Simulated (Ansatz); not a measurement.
# CH8N2Si2: one species, many methods

One table from this session's results is given with a row withheld; the runs are named, their logs left out.

Computed with Ansatz 0.2.0, Gaussian basis. Level: functionals in def2-TZVPP, the program's frozen cores in correlated methods.

Plan: PBE-D4, r2SCAN-D4, PBE0-D4, B3LYP-D4, ωB97X-V, ωB97M-V, B2PLYP; CCSD(T)/def2-TZVPP; MP2/def2-QZVPP; extrapolation to the limit.

## Structure used throughout

An earlier PBE0-D4 in a triple-zeta def2 set relaxation fixed the geometry.

SMILES `N=C[SiH2][SiH2]N`, 13 atoms, charge 0, spin multiplicity 1.

Atoms are counted from 1 here; the program's logs count them from 0.

Bond lengths: N1–C2 1.271 Å, N1–H6 1.022 Å, C2–Si3 1.900 Å, C2–H7 1.101 Å, Si3–Si4 2.343 Å, Si3–H8 1.492 Å, Si3–H9 1.491 Å, Si4–N5 1.717 Å, Si4–H10 1.489 Å, Si4–H11 1.498 Å, N5–H12 1.012 Å, N5–H13 1.007 Å. Angles: C2–N1–H6 111.8°, N1–C2–Si3 119.8°, N1–C2–H7 121.2°, Si3–C2–H7 119.0°, C2–Si3–Si4 108.5°, C2–Si3–H8 107.4°, C2–Si3–H9 106.9°, Si4–Si3–H8 113.2°, Si4–Si3–H9 113.6°, H8–Si3–H9 106.9°, Si3–Si4–N5 106.0°, Si3–Si4–H10 110.7°, Si3–Si4–H11 107.8°, N5–Si4–H10 109.4°, N5–Si4–H11 116.8°, H10–Si4–H11 106.1°, Si4–N5–H12 115.2°, Si4–N5–H13 120.7° and more.

Set-up of the first run:

The input, in.yaml:

```yaml
crystal:
  periodic: [false, false, false]
  atoms:
    - {symbol: N, position_ang: [-1.744830, 0.830103, 0.359241]}
    - {symbol: C, position_ang: [-1.354774, 0.034790, 1.271104]}
    - {symbol: Si, position_ang: [0.318303, -0.849993, 1.101235]}
    - {symbol: Si, position_ang: [1.128587, -0.497073, -1.068994]}
    - {symbol: N, position_ang: [0.830186, 1.156029, -1.423071]}
    - {symbol: H, position_ang: [-2.653097, 1.244154, 0.578680]}
    - {symbol: H, position_ang: [-1.966193, -0.148304, 2.168382]}
    - {symbol: H, position_ang: [0.094957, -2.290191, 1.418448]}
    - {symbol: H, position_ang: [1.207580, -0.303961, 2.166146]}
    - {symbol: H, position_ang: [2.592954, -0.761475, -1.134163]}
    - {symbol: H, position_ang: [0.483989, -1.507482, -1.967005]}
    - {symbol: H, position_ang: [-0.095411, 1.487480, -1.182955]}
    - {symbol: H, position_ang: [1.178351, 1.571322, -2.272148]}
basis:
  gaussian: {orbitals: def2-TZVPP}
hamiltonian: {xc: pbe, dispersion: d4}
output: {forces: true, orbitals: {seedname: orbitals}}
```

Command:

```console
$ ansatz run in.yaml --threads 4 --pin off --events-out ev --progress --plain --max-ram 10444MiB
```

Steps of the session up to this table: PBE-D4 (GGA); r2SCAN-D4 (meta-GGA); PBE0-D4 (hybrid); B3LYP-D4 (hybrid); ωB97X-V (range-separated); ωB97M-V (range-separated); B2PLYP (double hybrid); CCSD(T) in def2-TZVPP; MP2 in def2-QZVPP.

One of the session's tables, all rows but one given; the rest of the session is left out.

| method | atomisation energy (kJ/mol) |
| --- | --- |
| PBE-D4 | 4467.4 |
| r2SCAN-D4 | 4385.2 |
| PBE0-D4 | 4387.9 |
| B3LYP-D4 | 4426.5 |
| ωB97X-V | 4439.5 |
| ωB97M-V | ? |
| B2PLYP | 4353.2 |
| HF/def2-TZVPP | 3087.4 |
| MP2/def2-TZVPP | 4288.6 |
| CCSD/def2-TZVPP | 4202.8 |
| CCSD(T)/def2-TZVPP | 4269.1 |
| MP2/CBS | 4425.7 |
| CCSD(T)/CBS | 4406.2 |

**Question.** Estimate the row for ωB97M-V.

**Answer.** atomisation energy (kJ/mol): 4421.0. In the column «atomisation energy (kJ/mol)» it lies between CCSD(T)/CBS (4406.2) and MP2/CBS (4425.7).

Limits of these values: Free atoms (2 N, 1 C, 2 Si, 8 H) were run apart at each level; the atomisation energy is their sum less the molecule, without zero-point or spin-orbit terms.
